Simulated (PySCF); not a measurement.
# C4H5ClGe: the cost of one run

Programs: PySCF 2.14.0, with density-fitted response routines of our own. Each step states its level of theory. These are calculated values for one molecule in the gas phase, unless marked as measured. Atoms are numbered from 0 throughout.

## 1. The molecule as given

11 atoms, charge 0, multiplicity 1; geometry from: GFN2-xTB. The atoms were then displaced at random by about 0.01 Å, so the start is not that level's minimum.

Bonds of the start (Å): Cl0–Ge1 2.10, Ge1–C2 1.97, C2–C3 1.39, C3–C4 1.44, C4–C5 1.33, C5–Ge1 1.97, Ge1–H6 1.52, C2–H7 1.05, C3–H8 1.07, C4–H9 1.08, C5–H10 1.08.

## 2. Optimising the geometry at PBE0-D3(BJ)/def2-SVP

What the job is given:

```
{"job": {"xc": "PBE0", "basis": "def2-SVP", "d3": "d3bj", "grid": 1, "shake": 0.01, "kind": "geom"}, "charge": 0, "multiplicity": 1}
Cl    -1.882380    -2.068840    -1.347620
Ge    -1.014010    -0.984740     0.233720
C     -0.979490     0.966110    -0.059030
C      0.352310     1.339790    -0.163750
C      1.346660     0.297780    -0.058960
C      0.955950    -0.950980     0.155060
H     -1.638030    -1.482370     1.523310
H     -1.760810     1.670830    -0.124320
H      0.631150     2.364280    -0.308040
H      2.382920     0.598880    -0.126620
H      1.643830    -1.776580     0.260590
```

Started as:

```bash
OMP_NUM_THREADS=1 python probes_run.py task.json out
```

The driver reads the jobs from task.json and runs them one after another.

**Question.** How long does this first job take on 1 thread of Arm Neoverse N1, shared host, and how much memory does it need?

About 2.9 min, with a peak of 0.52 GiB.
